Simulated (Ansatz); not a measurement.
What does this script print? It uses the Ansatz DFT code, driven from Python.

The script, `bclh3op_torsion.py`:
```python
"""Energy of BClH3OP as one group turns about a bond."""

import warnings

import ansatz as az
from ase import Atoms

warnings.simplefilter("ignore", az.DeckWarning)

atoms = Atoms(["O", "B", "P", "Cl", "H", "H", "H"], positions=[
    (-0.8158, 1.265, -0.3398),
    (-0.61, -0.1299, -0.3289),
    (0.3175, -0.9141, 1.1369),
    (-1.1369, -1.1828, -1.7077),
    (-0.0801, 1.6889, -0.8382),
    (0.8169, 0.3753, 1.666),
    (1.5697, -1.1704, 0.3661),
])

# relax first, so that the scan starts from a minimum
first = (
    az.Crystal.molecule_from_ase(atoms).calculation()
    .basis(gaussian="cc-pVDZ")
    .functional("r2scan")
    .relax(force_tolerance=0.02, max_steps=80)
)
atoms.positions = first.run().report["positions_ang"]

start = atoms.get_dihedral(0, 1, 2, 5)
energies = {}
for turn in range(0, 360, 40):
    turned = atoms.copy()
    turned.set_dihedral(0, 1, 2, 5, start + turn, indices=[2, 5, 6])
    job = az.Crystal.molecule_from_ase(turned).calculation()
    job = job.basis(gaussian="cc-pVDZ").functional("r2scan")
    energies[round((start + turn) % 360)] = job.run().report["free_energy_ev"]
floor = min(energies.values())
print("dihedral O0-B1-P2-H5 (deg)   E - E(min) (eV)")
for angle, e in sorted(energies.items()):
    print(f"{angle:8d} {(e - floor):14.3f}  " + "#" * int(30 * (e - floor) / max(max(energies.values()) - floor, 1e-9)))
```

`python bclh3op_torsion.py` gives:
```text
dihedral O0-B1-P2-H5 (deg)   E - E(min) (eV)
      40          0.246  ##############################
      80          0.176  #####################
     120          0.051  ######
     160          0.083  ##########
     200          0.191  #######################
     240          0.210  #########################
     280          0.091  ###########
     320          0.000
     360          0.101  ############
```

The lowest point is at 320° and the highest at 40°, 0.246 eV (23.7 kJ/mol) above it, with the rest of the molecule held.

The scan is rigid and the energies are electronic, in a modest basis. With rigid groups the curve can differ much from the relaxed path, the start wasn't checked as a minimum of this torsion, and equivalent turns needn't return to the same energy. Hardware and time: 110 s on 1 thread of Arm Neoverse V1, with other jobs on the host, peak memory 0.23 GiB.

(Lines on the test bed's own set-up are left out of the output.)
